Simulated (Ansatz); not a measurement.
**C2H5AlO: up Jacob's ladder to CCSD(T)**

One table from this session's results is given with a row withheld; the runs are named, their logs left out.

Computed with Ansatz 0.2.0, Gaussian basis. Level: functionals in def2-TZVPP, the program's frozen cores in correlated methods.

The runs, in order: LDA (SPW92), PBE-D4, revPBE-D4, BLYP-D4, r2SCAN-D4, B97M-V, PBE0-D4, B3LYP-D4, r2SCANh-D4, r2SCAN0-D4, HSE06-D4, BHLYP-D4, CAM-B3LYP-D4, LC-ωPBE, ωB97X-V, ωB97M-V, B2PLYP, PBE-QIDH; CCSD(T)/def2-SVP; CCSD(T)/def2-TZVPP; MP2/def2-QZVPP; extrapolation to the limit; RPA on PBE.

## The relaxed structure

The geometry comes from an earlier relaxation with PBE0-D4 in a triple-zeta def2 set; it is a stationary point, not always the lowest conformer.

9 atoms, charge 0, spin multiplicity 1.

Atoms are counted from 1 here; the program's logs count them from 0.

Bond lengths: C1–O2 1.442 Å, C1–Al4 1.964 Å, C1–H5 1.097 Å, C1–H6 1.097 Å, O2–C3 1.442 Å, C3–Al4 1.964 Å, C3–H7 1.097 Å, C3–H8 1.097 Å, Al4–H9 1.592 Å. Angles: O2–C1–Al4 88.0°, O2–C1–H5 110.2°, O2–C1–H6 110.2°, Al4–C1–H5 119.6°, Al4–C1–H6 119.6°, H5–C1–H6 107.3°, C1–O2–C3 110.0°, O2–C3–Al4 88.0°, O2–C3–H7 110.2°, O2–C3–H8 110.2°, Al4–C3–H7 119.6°, Al4–C3–H8 119.6°, H7–C3–H8 107.3°, C1–Al4–C3 73.9°, C1–Al4–H9 143.0°, C3–Al4–H9 143.0°.

Coordinates:

```csv
atom,x (Å),y (Å),z (Å)
C1,-0.30007,0.98033,-0.66738
O2,0.80688,0.07350,-0.84818
C3,0.78180,-0.94521,0.17259
Al4,-0.83245,-0.08819,0.89260
H5,-0.93496,0.98608,-1.56172
H6,0.06814,2.00327,-0.52240
H7,1.71174,-0.92208,0.75367
H8,0.70844,-1.93894,-0.28577
H9,-1.92102,-0.19515,2.04949
```

The first run:

File in.yaml:

```yaml
crystal:
  periodic: [false, false, false]
  atoms:
    - {symbol: C, position_ang: [-0.300068, 0.980332, -0.667378]}
    - {symbol: O, position_ang: [0.806884, 0.073503, -0.848179]}
    - {symbol: C, position_ang: [0.781801, -0.945212, 0.172586]}
    - {symbol: Al, position_ang: [-0.832455, -0.088194, 0.892605]}
    - {symbol: H, position_ang: [-0.934958, 0.986080, -1.561721]}
    - {symbol: H, position_ang: [0.068139, 2.003266, -0.522400]}
    - {symbol: H, position_ang: [1.711744, -0.922079, 0.753668]}
    - {symbol: H, position_ang: [0.708439, -1.938944, -0.285767]}
    - {symbol: H, position_ang: [-1.921025, -0.195154, 2.049487]}
basis:
  gaussian: {orbitals: def2-TZVPP}
hamiltonian: {xc: lda}
output: {orbitals: {seedname: orbitals}}
```

Started as:

```
ansatz run in.yaml --threads 2 --pin off --events-out ev --progress --plain --max-ram 4352MiB
```

Steps of the session up to this table: LDA; PBE-D4 (GGA); revPBE-D4 (GGA); BLYP-D4 (GGA); r2SCAN-D4 (meta-GGA); B97M-V (meta-GGA); B3LYP-D4 (hybrid); r2SCANh-D4 (hybrid); r2SCAN0-D4 (hybrid); HSE06-D4 (hybrid); BHLYP-D4 (hybrid); CAM-B3LYP-D4 (range-separated); LC-ωPBE (range-separated); ωB97X-V (range-separated); ωB97M-V (range-separated); B2PLYP (double hybrid); PBE-QIDH (double hybrid).

One table of the session follows, with a row left open; its other results are not shown here.

It belongs to the step «Frontier levels by functional». 

| functional | HOMO (eV) | LUMO (eV) | gap (eV) |
| --- | --- | --- | --- |
| LDA (SPW92) | -5.65 | -2.34 | 3.31 |
| PBE-D4 | -5.54 | -2.11 | 3.42 |
| revPBE-D4 | -5.49 | -2.01 | 3.48 |
| BLYP-D4 | -5.44 | -2.02 | 3.41 |
| r2SCAN-D4 | -5.82 | -1.79 | 4.02 |
| B97M-V | -5.99 | -1.98 | 4.01 |
| PBE0-D4 | -7.09 | -1.35 | 5.74 |
| B3LYP-D4 | -6.83 | -1.58 | 5.25 |
| r2SCANh-D4 | ? | ? | ? |
| r2SCAN0-D4 | -7.27 | -1.17 | 6.10 |
| HSE06-D4 | -6.68 | -1.72 | 4.96 |
| BHLYP-D4 | -8.31 | -0.62 | 7.69 |
| CAM-B3LYP-D4 | -8.48 | -0.46 | 8.02 |
| LC-ωPBE | -9.78 | 0.65 | 10.43 |
| ωB97X-V | -9.45 | 0.52 | 9.97 |
| ωB97M-V | -9.34 | 0.22 | 9.56 |

Q: Estimate the row for r2SCANh-D4 from the others.

Worked estimate for «HOMO (eV)». Against the share of exact exchange, r2SCAN-D4 (0, -5.82), r2SCAN0-D4 (0.25, -7.27) give a slope of -5.80 per unit share; at 0.1 the line stands at -6.40.

The run gave: HOMO (eV): -6.40; LUMO (eV): -1.54; gap (eV): 4.87. In «HOMO (eV)» the line misses by 0.00.
